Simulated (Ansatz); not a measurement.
# WH+ (quintet): the correlation ladder, def2-QZVPP

One table from this session's results is given with a row withheld; the runs are named, their logs left out.

Computed with Ansatz 0.2.0, Gaussian basis. Level: def2-QZVPP, core rule «outside noble gas», up to 4 orbitals frozen.

Plan: UHF; ROHF; CCSD(T) on UHF.

## What is computed

The geometry is a PBE0/def2-TZVP stationary point (not a proven minimum). No spin-orbit coupling is included. Elements past krypton take def2 core potentials.

2 atoms, charge 1, spin multiplicity 5.

Atoms are counted from 1 here; the program's logs count them from 0.

Bond lengths: W1–H2 1.690 Å.

Set-up of the first run:

Contents of in.yaml:

```yaml
crystal:
  periodic: [false, false, false]
  atoms:
    - {symbol: W, position_ang: [0.000000, 0.000000, 0.000000]}
    - {symbol: H, position_ang: [0.000000, 0.000000, 1.689800]}
basis:
  gaussian: {orbitals: "def2-QZVPP.json"}
total_charge: 1
magnetization: {spin_polarized: true, initial_magnetization: 4}
hamiltonian: {xc: hf}
output: {orbitals: {seedname: orbitals}}
```

Started as:

```sh
ansatz run in.yaml --threads 1 --pin off --events-out ev --progress --plain --max-ram 4096MiB --backend cpu
```

Steps of the session up to this table: UHF; ROHF; CCSD(T) on UHF.

One of the session's tables, all rows but one given; the rest of the session is left out.

```
  method  from UCCSD(T) (meV)
    ROHF                    ?
     UHF              +2851.7
    UMP2               +479.3
   UCCSD                +86.8
UCCSD(T)                    0
```

**Question.** Estimate the row for ROHF.

As computed: from UCCSD(T) (meV): +3087.5. In the column «from UCCSD(T) (meV)» it is the highest.
